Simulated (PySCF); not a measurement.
# GaS₂⁻: a ladder of methods

How much do the numbers for GaS₂⁻ (singlet) hang on the method? All levels run at one geometry, the PBE0 minimum.

Method: several methods, basis Ga def2-TZVPD, S def2-TZVPD, no relativity, density fitting; program: PySCF 2.14.0.

## Step 1: The system as given

3 atoms, charge -1, spin multiplicity 1.

Bond lengths: Ga1–S2 2.067 Å, Ga1–S3 2.067 Å. Angles: S2–Ga1–S3 180.0°.

Z-matrix (Å, degrees; charge -1 multiplicity 1):
```
Ga
S  1 2.0669
S  1 2.0669 2 180.00
```

## Step 2: PBE0

The steps are one call of a driver around PySCF; scf.py gives each level's set-up. Each SCF starts from the density of the minimum. The driver also runs the species with one electron less or more at the same geometry (one less: multiplicity 2); their logs are not shown.

scf.py

```python
from pyscf import gto, scf, dft
mol = gto.M(atom='''
Ga     0.000000     0.000000     0.000000
S      0.000000     0.000000     2.066907
S      0.000000     0.000000    -2.066907''',
    basis={'Ga': 'def2-TZVPD', 'S': 'def2-TZVPD'},
    charge=-1, spin=0)
mf = dft.RKS(mol, xc='PBE0')
mf.grids.atom_grid = (99, 590)
aux = {'Ga': 'def2-universal-JKFIT', 'S': 'def2-universal-JKFIT'}
mf = mf.density_fit(auxbasis=aux)
mf.kernel()
```

## Step 3: HF

Edit scf.py of step 2 so:

```diff
@@ -8,2 +8 @@
-mf = dft.RKS(mol, xc='PBE0')
-mf.grids.atom_grid = (99, 590)
+mf = scf.RHF(mol)
```

## Step 4: PBE

Edit scf.py of step 3 so:

```diff
@@ -8 +8,2 @@
-mf = scf.RHF(mol)
+mf = dft.RKS(mol, xc='PBE')
+mf.grids.atom_grid = (99, 590)
```

## Step 5: CCSD(T)

Edit scf.py of step 4 so:

```diff
@@ -8,2 +8 @@
-mf = dft.RKS(mol, xc='PBE')
-mf.grids.atom_grid = (99, 590)
+mf = scf.RHF(mol)
@@ -12,0 +12,3 @@
+from pyscf import cc
+mycc = cc.CCSD(mf, frozen=19).run()
+mycc.ccsd_t()
```

## Step 6: r2SCAN

Edit scf.py of step 5 so:

```diff
@@ -8 +8,2 @@
-mf = scf.RHF(mol)
+mf = dft.RKS(mol, xc='R2SCAN')
+mf.grids.atom_grid = (99, 590)
@@ -12,3 +12,0 @@
-from pyscf import cc
-mycc = cc.CCSD(mf, frozen=19).run()
-mycc.ccsd_t()
```

## Step 7: B3LYP

Edit scf.py of step 6 so:

```diff
@@ -8 +8 @@
-mf = dft.RKS(mol, xc='R2SCAN')
+mf = dft.RKS(mol, xc='B3LYP')
```

## Step 8: TPSSh

Edit scf.py of step 7 so:

```diff
@@ -8 +8 @@
-mf = dft.RKS(mol, xc='B3LYP')
+mf = dft.RKS(mol, xc='TPSSH')
```

## Step 9: B2PLYP

Edit scf.py of step 8 so:

```diff
@@ -8 +8 @@
-mf = dft.RKS(mol, xc='TPSSH')
+mf = dft.RKS(mol, xc='0.53*HF + 0.47*B88, 0.73*LYP')
```

## Step 10: r2SCAN0

Edit scf.py of step 9 so:

```diff
@@ -8 +8 @@
-mf = dft.RKS(mol, xc='0.53*HF + 0.47*B88, 0.73*LYP')
+mf = dft.RKS(mol, xc='HYB_MGGA_XC_R2SCAN0')
```

(Steps that only read results are left out.)

Before running it: what results should come out? Wanted: vertical ionisation energy, range; orbital gap, range; T1, D1.

As calculated:

| quantity | value |
| --- | --- |
| vertical ionisation energy, range | 3.29 (HF) to 3.93 (r2SCAN0) eV |
| orbital gap, range | 3.28 (PBE) to 8.50 (HF) eV |
| T1, D1 | 0.016, 0.042 |

The vertical ionisation energy spreads over 0.64 eV, from HF to r2SCAN0; without a CCSD(T) value for it there is no yardstick here.
